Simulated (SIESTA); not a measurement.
W3N4:

```
W N
1.0
     4.12200    0.00000    0.00000
     0.00000    4.12200    0.00000
     0.00000    0.00000    4.12200
W N
3 4
Cartesian
  2.0610 0.0000 2.0610
  0.0000 2.0610 2.0610
  2.0610 2.0610 0.0000
  0.0000 0.0000 2.0610
  0.0000 2.0610 0.0000
  2.0610 0.0000 0.0000
  2.0610 2.0610 2.0610
```

```yaml
Program: SIESTA 5.4.2
Task: single point
Functional: PBEsol
Potentials_or_basis: PseudoDojo 0.4 standard (PBEsol files)
Basis: DZP (energy shift 0.003 Ry; two zetas on semicore shells)
Grid_cutoff: 800 Ry
Energy_shift: 0.003 Ry
k_mesh: 7 × 7 × 7
Occupations: fermi-dirac, width 0.05 eV
Spin: no spin polarisation
```

On this cell: pressure 32.0 GPa; largest force zero by symmetry; band gap on the k mesh none (metal or under the smearing width).

The same run follows on a disturbed copy (atoms moved at random, drawn with an rms of 0.05 Å):

```
W N
1.0
     4.12200    0.00000    0.00000
     0.00000    4.12200    0.00000
     0.00000    0.00000    4.12200
W N
3 4
Direct
  0.50537 0.01290 0.50513
  0.00126 0.48702 0.48869
  0.49546 0.49159 0.99393
  0.00102 0.00809 0.50621
  0.99340 0.49801 0.99808
  0.50816 0.98322 0.00139
  0.48746 0.50295 0.50691
```

Question: What does the disturbed cell give?

Answer: The energy (extrapolated to zero smearing) moves by +5.2 meV/atom; pressure 33.7 GPa; largest force 1.773 eV/Å; band gap on the k mesh none (metal or under the smearing width).

Forces in eV/Å, atoms in the order of the input:
```
W    0.323  0.206 -0.104
W   -0.961  0.544 -0.058
W    0.141 -0.772  0.820
N    0.216 -1.574 -0.208
N    0.087 -0.101 -0.244
N   -0.310  0.099  0.380
N    0.503  1.599 -0.578
```

Stress tensor (GPa, compression positive):
```
32.44  0.10  1.01
 0.10 36.69  0.05
 1.01  0.05 31.83
```

Caveats: short orbitals over semicore shells can move pressures by several GPa; the basis of atomic orbitals isn't converged, which shifts pressures, moduli and gaps; a pressure of tens of GPa on the cell as given is suspect, and the run, the potentials or the cell itself is likely at fault (some runs).
